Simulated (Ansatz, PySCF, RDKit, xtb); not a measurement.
# Which structure has the formula CH2BBr?

Given the formula CH2BBr and nothing else, which arrangement of the atoms is the most stable in the gas at 298.15 K, and what are its properties?

The funnel: GFN2-xTB relaxations, single points with a density functional, relaxations at B3LYP/6-31G*, harmonic vibrations, and a last energy at a higher level. All values are calculated.

7 further runs of the same task are left out: 7 set aside as unsound or not needed.

**1. Candidates**

A program enumerates the bonding patterns with one Lewis structure each (two rings at most, one unusual centre or charged pair), with their diastereomers. O–O, O–halogen and N–halogen bonds and N–N–N chains are not drawn. That gives 6 candidates.

```tsv
label	SMILES	spin
c040	[BH2-]=[C+]Br	singlet
c121	[CH+]=[BH-]Br	singlet
c177	B=CBr	singlet
c482	[B]CBr	triplet
c501	[B]CBr	singlet
c576	C=BBr	singlet
```

Candidates are built by distance geometry, with a force field where one applies, in up to four conformers (letters a to d). 16 starts with atoms placed at random are added, to find patterns that the rules miss.

Q: Predict the outcome of this search (final energies at CCSD(T)/def2-TZVPP).

| quantity | value |
| --- | --- |
| lowest structure found | C=BBr, singlet, C2v |
| next finalist | B=CBr, singlet, 32.2 kcal/mol higher in G |
| share at equilibrium, among the finalists | 100.0 % |
| harmonic wavenumbers, lowest and highest (B3LYP/6-31G*) | 255 and 3229 cm⁻¹ |
| rotational constants, same geometry | 9.871, 0.1124, 0.1111 cm⁻¹ |
| dipole moment (PBE0/def2-TZVPD) | 0.76 D |
| HOMO energy (PBE0/def2-TZVPD) | -6.56 eV |
| LUMO energy (PBE0/def2-TZVPD) | -1.42 eV |
| HOMO–LUMO gap (PBE0/def2-TZVPD) | 5.15 eV |
| lowest excitation (TD-PBE0/def2-SVPD) | 3.21 eV (f = 0.000) |
| strongest of the states computed, same level | 6.60 eV (f = 0.200) |
| lowest triplet excitation, same level, Tamm-Dancoff | 2.80 eV |
| vertical ionisation energy | 8.72 eV |
| vertical electron affinity | -0.37 eV (unbound: the value depends on the basis) |
| vertical triplet less singlet | +2.68 eV |

The search ends on `C=BBr`. The margin of 32.2 kcal/mol over the next finalist is beyond the usual error of the last level; it says nothing of structures that weren't ranked. GFN2-xTB, HF/STO-3G, r2SCAN-D4/def2-SVP, B3LYP/6-31G*, HF/def2-TZVPP and MP2/def2-TZVPP already put its bonding pattern lowest among the structures in one piece. Lowest found is not proven lowest: the search is finite, and each finalist counts with one conformer.
